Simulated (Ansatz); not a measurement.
# GaH (triplet): from Hartree-Fock to the top rungs at distance Ga1–H2 = 5.369 Å, cc-pVQZ

One table from this session's results is given with a row withheld; the runs are named, their logs left out.

The runs use Ansatz 0.2.0, Gaussian basis; cc-pVQZ, core rule «outside noble gas», up to 14 orbitals frozen.

To be run: UHF; CCSD(T) on ROHF; CCSD(T) on UHF; BCCD(T) on ROHF; CCSDT(Q) on ROHF; CCSDT(Q) on UHF; CASSCF and NEVPT2, 4 electrons in 5 orbitals; Full CI.

22 further runs of the same task are left out: 3 for a known fault of the program, 15 that didn't finish, 4 set aside as unsound or not needed.

### What is computed

The geometry derives from a PBE0/def2-TZVP stationary point (not a proven minimum). One bond is set to the value named and the two fragments are kept rigid. No spin-orbit coupling is included. The filled d shell of Ga may be among the frozen orbitals whatever the setting's name suggests; the logs give the count.

2 atoms, charge 0, spin multiplicity 3.

Atoms are counted from 1 here; the program's logs count them from 0.

No contacts short enough for the rule that draws bonds.

Set-up of the first run:

in.yaml reads:

```yaml
crystal:
  periodic: [false, false, false]
  atoms:
    - {symbol: Ga, position_ang: [0.000000, 0.000000, 0.000000]}
    - {symbol: H, position_ang: [0.000000, 0.000000, 5.369000]}
basis:
  gaussian: {orbitals: cc-pVQZ}
magnetization: {spin_polarized: true, initial_magnetization: 2}
hamiltonian: {xc: hf}
output: {orbitals: {seedname: orbitals}}
```

Command:

```sh
ansatz run in.yaml --threads 1 --pin off --events-out ev --progress --plain --max-ram 2393MiB
```

Steps of the session up to this table: UHF; CCSD(T) on ROHF; CCSD(T) on UHF; BCCD(T) on ROHF; CCSDT(Q) on ROHF; CCSDT(Q) on UHF; CASSCF and NEVPT2, 4 electrons in 5 orbitals; Full CI.

One of the session's tables, all rows but one given; the rest of the session is left out.

```
        method  from FCI (kcal/mol)
          ROHF                    ?
           UHF               +31.01
          RMP2                +8.27
          UMP2                +8.37
         RCCSD                +0.88
         UCCSD                +0.71
      RCCSD(T)                +0.18
      UCCSD(T)                +0.09
       BCCD(T)                +0.19
        RCCSDT                -0.01
        UCCSDT                -0.10
     RCCSDT(Q)                -0.01
     UCCSDT(Q)                -0.10
CASSCF valence               +18.59
NEVPT2 valence                +4.20
           FCI                    0
```

Estimate the missing values for ROHF.

The run gave: from FCI (kcal/mol): +33.03. In the column «from FCI (kcal/mol)» it is the highest.

Caveats from the session: UCCSDT, UCCSDT(Q) fall below full CI: unrestricted runs freeze a spin-polarised core, another one than full CI's, and coupled cluster isn't variational. Levels on UHF freeze UHF's core orbitals, full CI those of ROHF, so the U rows can settle a little off it for that reason alone. Restricted and unrestricted rows rest on different reference determinants; where their highest levels disagree by more than a few hundredths of an eV, they describe different states and don't form one ladder.
